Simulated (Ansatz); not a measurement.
# CH2FSSi: the cost of one run

Method: RKS PBE-D4/def2-SVP, in Ansatz 0.2.0.

## Step 1: The structure to begin with

Bond lengths: F1–Si2 1.706 Å, Si2–C3 1.889 Å, Si2–S4 2.278 Å, C3–S4 1.836 Å, C3–H5 1.093 Å, C3–H6 1.093 Å. Angles: F1–Si2–C3 98.6°, F1–Si2–S4 104.5°, C3–Si2–S4 51.2°, Si2–C3–S4 75.4°, Si2–C3–H5 119.7°, Si2–C3–H6 123.0°, S4–C3–H5 110.4°, S4–C3–H6 111.3°, H5–C3–H6 110.6°, Si2–S4–C3 53.4°.

Coordinates:

```xyz
6

F    -0.3514   -1.8243    1.1016
Si    0.0570   -1.2830   -0.4633
C     0.3313    0.5438   -0.0670
S    -1.3348    0.4819   -0.8363
H     1.0134    1.1352   -0.6837
H     0.2846    0.9464    0.9486
```

## Step 2: Relaxing end A

Contents of input.yaml:

```yaml
crystal:
  periodic: [false, false, false]
  atoms:
    - { symbol: F, position_ang: [-0.35142, -1.82435, 1.10161] }
    - { symbol: Si, position_ang: [0.05696, -1.28296, -0.46329] }
    - { symbol: C, position_ang: [0.33132, 0.54376, -0.06697] }
    - { symbol: S, position_ang: [-1.33482, 0.48193, -0.83625] }
    - { symbol: H, position_ang: [1.01336, 1.13524, -0.68372] }
    - { symbol: H, position_ang: [0.2846, 0.94638, 0.94862] }
total_charge: -1
basis:
  gaussian: { orbitals: def2-SVP }
hamiltonian:
  xc: pbe
  dispersion: d4
relax:
  f_tol: 0.02
  max_steps: 50
output:
  orbitals: {}
```

Run with:

```bash
$ ansatz run input.yaml --threads 1 --pin off --max-ram 2048MiB --backend cpu --events-out ev --progress --plain --runs-dir out
```

Q: Estimate wall time and peak memory on 1 thread of Arm Neoverse V2, shared host.

About 17 s, with a peak of 0.16 GiB.
